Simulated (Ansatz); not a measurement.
# C₂H₆OSi: basis-set convergence

How large a basis does C₂H₆OSi need? Two functionals are run in growing sets.

Program: Ansatz 0.2.0, Gaussian basis. Level of theory: one geometry, several basis sets. These are calculated values, not measurements.

Plan: PBE0-D4/def2-SVP; ωB97M-V/def2-SVP; PBE0-D4/def2-QZVPP; ωB97M-V/def2-QZVPP; the functionals' def2-TZVPP values are taken from earlier runs.

## (1) Structure used throughout

An earlier PBE0-D4 in a triple-zeta def2 set relaxation fixed the geometry.

10 atoms, charge 0, spin multiplicity 1.

Atoms are counted from 1 here; the program's logs count them from 0.

Bond lengths: O1–C2 1.398 Å, O1–H5 0.963 Å, C2–C3 1.539 Å, C2–Si4 1.857 Å, C2–H6 1.092 Å, C3–Si4 1.856 Å, C3–H7 1.085 Å, C3–H8 1.087 Å, Si4–H9 1.478 Å, Si4–H10 1.476 Å. Angles: C2–O1–H5 108.0°, O1–C2–C3 117.9°, O1–C2–Si4 120.1°, O1–C2–H6 114.4°, C3–C2–Si4 65.5°, C3–C2–H6 113.5°, Si4–C2–H6 116.5°, C2–C3–Si4 65.5°, C2–C3–H7 117.6°, C2–C3–H8 114.2°, Si4–C3–H7 122.9°, Si4–C3–H8 114.8°, H7–C3–H8 113.4°, C2–Si4–C3 49.0°, C2–Si4–H9 119.3°, C2–Si4–H10 119.1°, C3–Si4–H9 120.3°, C3–Si4–H10 117.5° and more.

## (2) PBE0-D4 in def2-SVP

Contents of in.yaml:

```yaml
crystal:
  periodic: [false, false, false]
  atoms:
    - {symbol: O, position_ang: [-0.759252, 1.058541, -1.275207]}
    - {symbol: C, position_ang: [-0.581838, 0.455799, -0.026617]}
    - {symbol: C, position_ang: [-0.062548, -0.992177, 0.007584]}
    - {symbol: Si, position_ang: [1.123631, 0.265300, 0.681997]}
    - {symbol: H, position_ang: [-1.471166, 0.596165, -1.729776]}
    - {symbol: H, position_ang: [-1.387592, 0.646067, 0.685333]}
    - {symbol: H, position_ang: [-0.590458, -1.701453, 0.636876]}
    - {symbol: H, position_ang: [0.202654, -1.393493, -0.967428]}
    - {symbol: H, position_ang: [1.319548, 0.397889, 2.141419]}
    - {symbol: H, position_ang: [2.290220, 0.616362, -0.151280]}
basis:
  gaussian: {orbitals: def2-SVP}
hamiltonian: {xc: pbe0, dispersion: d4}
output: {orbitals: {seedname: orbitals}}
```

The run is started by

```
ansatz run in.yaml --threads 2 --pin off --events-out ev --progress --plain --max-ram 4352MiB
```

Log:

```text
Functional definition: PBE0
  name "PBE0"
  cite "Adamo & Barone, J. Chem. Phys. 110, 6158 (1999) doi:10.1063/1.478522"
  cite "Perdew, Burke & Ernzerhof, Phys. Rev. Lett. 77, 3865 (1996) doi:10.1103/PhysRevLett.77.3865"
  parent pbe
  parameter a = 0.25
  parameter kappa = 0.804
  parameter beta = 0.06672455060314922
  exchange = (1 - a)*pbe_x(kappa = kappa, mu = beta*pi^2/3) + a*exact_x
  correlation = pbe_c(beta = beta)
1003 factors; their error is unknown
mean field evaluation 1: about -12074.6246 eV, gradient 5.2e1 eV
mean field evaluation 2: about -12068.5525 eV, gradient 7.1e1 eV
mean field evaluation 4: about -12080.9980 eV, gradient 2.8e0 eV
mean field evaluation 8: about -12081.0167 eV, gradient 3.8e-2 eV
mean field evaluation 16: about -12081.0600 eV, gradient 4.7e-5 eV
mean field -12081.06004619 eV, -443.9707678609 hartree, gradient 4.7e-5 eV, S^2 0.000000; 0 other end points of the search recorded, 0 dependent functions left out
reference -12081.06007086 eV, -443.9707687675 hartree; 20, 20 occupied and 70, 70 virtual orbitals, 1003 factors
Total energy: -12081.20965737 eV, -443.9762659702 hartree
```

It took 0.7 s on 2 threads of Intel Xeon 6975P-C, shared host.

## (3) ωB97M-V in def2-SVP

Edit in.yaml of step 2 so:

```diff
@@ -15,3 +15,3 @@
   gaussian: {orbitals: def2-SVP}
-hamiltonian: {xc: pbe0, dispersion: d4}
+hamiltonian: {xc: {name: wB97M-V}}
 output: {orbitals: {seedname: orbitals}}
```

Launched as before.

Log (excerpt; [...] marks lines left out):

```text
Functional definition: wB97M-V
  name "wB97M-V"
  cite "Mardirossian & Head-Gordon, J. Chem. Phys. 144, 214110 (2016) doi:10.1063/1.4952647"
  cite "Becke, J. Chem. Phys. 107, 8554 (1997) doi:10.1063/1.475007"
  cite "Vydrov & Van Voorhis, J. Chem. Phys. 133, 244103 (2010) doi:10.1063/1.3521275"
  # Of w^i u^j: cxij and so on, Table III.
[...]
  gx(w, u) = 1 - cx + cx01*u + cx10*w
  gss(w, u) = css00 + css04*u^4 + css10*w + css20*w^2 + css43*w^4*u^3
  gos(w, u) = cos00 + cos10*w + (cos20 + cos21*u)*w^2 + (cos60 + cos61*u)*w^6
[...]
      + integral(e_c_pw_mod_opposite_spin*gos(b97_w_opposite, b97_u_opposite)) + vv10(b, c)
1003 factors; their error is unknown
274 factors; integrals over basis functions are off by at most 6.5e-6 eV
[...]
mean field -12086.56150865 eV, -444.1729428772 hartree, gradient 5.3e-5 eV, S^2 0.000000; 0 other end points of the search recorded, 0 dependent functions left out
reference -12086.56154838 eV, -444.1729443374 hartree; 20, 20 occupied and 70, 70 virtual orbitals, 1003 factors
Total energy: -12086.56154838 eV, -444.1729443374 hartree
```

It took 2.1 s on 2 threads of Intel Xeon 6975P-C, shared host.

## (4) PBE0-D4 in def2-QZVPP

Edit in.yaml of step 3 so:

```diff
@@ -14,4 +14,4 @@
 basis:
-  gaussian: {orbitals: def2-SVP}
-hamiltonian: {xc: {name: wB97M-V}}
+  gaussian: {orbitals: "def2-QZVPP.json"}
+hamiltonian: {xc: pbe0, dispersion: d4}
 output: {orbitals: {seedname: orbitals}}
```

Same command.

Log:

```text
Functional definition: PBE0
  name "PBE0"
  cite "Adamo & Barone, J. Chem. Phys. 110, 6158 (1999) doi:10.1063/1.478522"
  cite "Perdew, Burke & Ernzerhof, Phys. Rev. Lett. 77, 3865 (1996) doi:10.1103/PhysRevLett.77.3865"
  parent pbe
  parameter a = 0.25
  parameter kappa = 0.804
  parameter beta = 0.06672455060314922
  exchange = (1 - a)*pbe_x(kappa = kappa, mu = beta*pi^2/3) + a*exact_x
  correlation = pbe_c(beta = beta)
1281 factors; their error is unknown
mean field evaluation 1: about -12079.4669 eV, gradient 6.7e1 eV
mean field evaluation 2: about -12064.5738 eV, gradient 1.0e2 eV
mean field evaluation 4: about -12089.1898 eV, gradient 4.7e0 eV
mean field evaluation 8: about -12089.2398 eV, gradient 1.1e-1 eV
mean field evaluation 16: about -12089.2444 eV, gradient 3.9e-5 eV
mean field -12089.24444338 eV, -444.2715389099 hartree, gradient 3.9e-5 eV, S^2 0.000000; 0 other end points of the search recorded, 0 dependent functions left out
reference -12089.24448276 eV, -444.2715403571 hartree; 20, 20 occupied and 401, 401 virtual orbitals, 1281 factors
Total energy: -12089.39406926 eV, -444.2770375598 hartree
```

It took 6 s on 2 threads of Intel Xeon 6975P-C, shared host; peak memory 1.1 GiB.

## (5) ωB97M-V in def2-QZVPP

Edit in.yaml of step 4 so:

```diff
@@ -15,3 +15,3 @@
   gaussian: {orbitals: "def2-QZVPP.json"}
-hamiltonian: {xc: pbe0, dispersion: d4}
+hamiltonian: {xc: {name: wB97M-V}}
 output: {orbitals: {seedname: orbitals}}
```

Launched as before.

Log (excerpt; [...] marks lines left out):

```text
Functional definition: wB97M-V
  name "wB97M-V"
  cite "Mardirossian & Head-Gordon, J. Chem. Phys. 144, 214110 (2016) doi:10.1063/1.4952647"
  cite "Becke, J. Chem. Phys. 107, 8554 (1997) doi:10.1063/1.475007"
  cite "Vydrov & Van Voorhis, J. Chem. Phys. 133, 244103 (2010) doi:10.1063/1.3521275"
  # Of w^i u^j: cxij and so on, Table III.
[...]
  gx(w, u) = 1 - cx + cx01*u + cx10*w
  gss(w, u) = css00 + css04*u^4 + css10*w + css20*w^2 + css43*w^4*u^3
  gos(w, u) = cos00 + cos10*w + (cos20 + cos21*u)*w^2 + (cos60 + cos61*u)*w^6
[...]
      + integral(e_c_pw_mod_opposite_spin*gos(b97_w_opposite, b97_u_opposite)) + vv10(b, c)
1261 factors; their error is unknown
339 factors; integrals over basis functions are off by at most 1.1e-5 eV
[...]
mean field -12094.92277883 eV, -444.4802138888 hartree, gradient 1.6e-5 eV, S^2 0.000000; 0 other end points of the search recorded, 0 dependent functions left out
reference -12094.92284203 eV, -444.4802162113 hartree; 20, 20 occupied and 401, 401 virtual orbitals, 1261 factors
Total energy: -12094.92284203 eV, -444.4802162113 hartree
```

Run time: 13 s. Hardware: 2 threads of Intel Xeon 6975P-C, shared host; peak memory 1.4 GiB.

## (6) Density functionals: the series

The def2-TZVPP values come from earlier runs at the same geometry.

```csv
functional,basis,functions,energy (eV),from the largest (eV),HOMO (eV),LUMO (eV)
PBE0-D4,def2-SVP,90,-12081.2097,8.184,-6.76,0.68
PBE0-D4,def2-TZVPP,219,-12088.8812,0.513,-6.83,0.19
PBE0-D4,def2-QZVPP,421,-12089.3941,0.000,-6.85,0.03
ωB97M-V,def2-SVP,90,-12086.5615,8.361,-8.93,2.58
ωB97M-V,def2-TZVPP,219,-12094.4386,0.484,-9.01,1.84
ωB97M-V,def2-QZVPP,421,-12094.9228,0.000,-9.03,1.41
```

## (7) Results

```
                                       quantity          value
PBE0-D4: double and triple zeta above quadruple  8.18, 0.51 eV
ωB97M-V: double and triple zeta above quadruple  8.36, 0.48 eV
```

In words: PBE0-D4 gains 7.67 eV from double to triple zeta, then 0.51 eV more. Total energies overstate the basis error of differences, where much of it tends to cancel. The LUMO of ωB97M-V is positive and keeps falling with the basis (2.58 to 1.41 eV): an unbound level that the basis holds in place.

For PBE0-D4 the largest set took about 9 times as long as the smallest (6 s against 0.7 s).
